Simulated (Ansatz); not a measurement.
# Ti6C4O2F: the cost of one run

Method: DFT PBE, scalar-relativistic, plane waves, PAW, and further levels as typed in the inputs, in Ansatz 0.2.0.

## Step 1: The system as given

The structure is triclinic, space group P-1 (No. 2). The conventional cell has a = 6.100 Å, b = 6.100 Å, c = 25.100 Å, α = 90.00°, β = 90.00°, γ = 120.00°. Ti (site symmetry 1) has 6 C at 2.15 Å as nearest neighbours. C (site symmetry 1) has 6 Ti at 2.08 to 2.15 Å as nearest neighbours. Around Ti (site symmetry 1) lie 1 O at 2.02 Å and 3 C at 2.08 Å and 1 F at 2.14 Å. O (site symmetry 1) has 3 Ti at 2.02 Å as nearest neighbours. Only part of the 13 independent sites is listed.

Coordinates:

```xyz
26
Lattice="6.1000 0.0000 0.0000 -3.0500 5.2828 0.0000 0.0000 0.0000 25.1000" Properties=species:S:1:pos:R:3 pbc="T T T"
Ti    0.0000    0.0000   12.5500
C     0.0000    1.7609   13.7800
C     1.5250    0.8805   11.3200
Ti    1.5250    0.8805   14.8800
Ti    0.0000    1.7609   10.2200
O     0.0000    0.0000   15.8600
Ti   -1.5250    2.6414   12.5500
C    -1.5250    4.4023   13.7800
C     0.0000    3.5218   11.3200
Ti    0.0000    3.5218   14.8800
Ti   -1.5250    4.4023   10.2200
O    -1.5250    2.6414   15.8600
F    -1.5250    2.6414    9.0000
Ti    3.0500    0.0000   12.5500
C     3.0500    1.7609   13.7800
C     4.5750    0.8805   11.3200
Ti    4.5750    0.8805   14.8800
Ti    3.0500    1.7609   10.2200
F     3.0500    0.0000   16.1000
O     3.0500    0.0000    9.2400
Ti    1.5250    2.6414   12.5500
C     1.5250    4.4023   13.7800
C     3.0500    3.5218   11.3200
Ti    3.0500    3.5218   14.8800
Ti    1.5250    4.4023   10.2200
O     1.5250    2.6414    9.2400
```

## Step 2: Relaxing cell and atoms: Ti12C8O4F2 sheet, no spin

File input.yaml:

```yaml
crystal:
  lattice:
    - [6.1, 0.0, 0.0]
    - [-3.05, 5.2827549631, 0.0]
    - [0.0, 0.0, 25.1]
  atoms:
    - { symbol: Ti, position: [0.0, 0.0, 0.5] }
    - { symbol: C, position: [0.1666666667, 0.3333333333, 0.5490039841] }
    - { symbol: C, position: [0.3333333333, 0.1666666667, 0.4509960159] }
    - { symbol: Ti, position: [0.3333333333, 0.1666666667, 0.5928286853] }
    - { symbol: Ti, position: [0.1666666667, 0.3333333333, 0.4071713147] }
    - { symbol: O, position: [0.0, 0.0, 0.63187251] }
    - { symbol: Ti, position: [0.0, 0.5, 0.5] }
    - { symbol: C, position: [0.1666666667, 0.8333333333, 0.5490039841] }
    - { symbol: C, position: [0.3333333333, 0.6666666667, 0.4509960159] }
    - { symbol: Ti, position: [0.3333333333, 0.6666666667, 0.5928286853] }
    - { symbol: Ti, position: [0.1666666667, 0.8333333333, 0.4071713147] }
    - { symbol: O, position: [0.0, 0.5, 0.63187251] }
    - { symbol: F, position: [0.0, 0.5, 0.3585657371] }
    - { symbol: Ti, position: [0.5, 0.0, 0.5] }
    - { symbol: C, position: [0.6666666667, 0.3333333333, 0.5490039841] }
    - { symbol: C, position: [0.8333333333, 0.1666666667, 0.4509960159] }
    - { symbol: Ti, position: [0.8333333333, 0.1666666667, 0.5928286853] }
    - { symbol: Ti, position: [0.6666666667, 0.3333333333, 0.4071713147] }
    - { symbol: F, position: [0.5, 0.0, 0.6414342629] }
    - { symbol: O, position: [0.5, 0.0, 0.36812749] }
    - { symbol: Ti, position: [0.5, 0.5, 0.5] }
    - { symbol: C, position: [0.6666666667, 0.8333333333, 0.5490039841] }
    - { symbol: C, position: [0.8333333333, 0.6666666667, 0.4509960159] }
    - { symbol: Ti, position: [0.8333333333, 0.6666666667, 0.5928286853] }
    - { symbol: Ti, position: [0.6666666667, 0.8333333333, 0.4071713147] }
    - { symbol: O, position: [0.5, 0.5, 0.36812749] }
  periodic: [true, true, false]
scf:
  occupations: { method: gaussian, width: 0.05 }
  n_extra_bands: 6
output:
  forces: true
  stress: true
  write_density: true
  write_potential: true
  elf: true
  volumetric_format: npy
kpoints:
  mp_grid: { grid: [5, 5, 1] }
hamiltonian:
  xc: pbe
relax:
  f_tol: 0.02
  max_steps: 100
  cell: { stress_2d_tol: 0.1 }
```

Run with:

```
> ansatz run input.yaml --threads 8 --pin off --max-ram 24576MiB --backend cpu --events-out ev --progress --plain --runs-dir out
```

What time and memory should one allow on 8 threads of AMD EPYC 9R45 (Zen 5), shared host?

About 81 s, with a peak of 6.9 GiB.
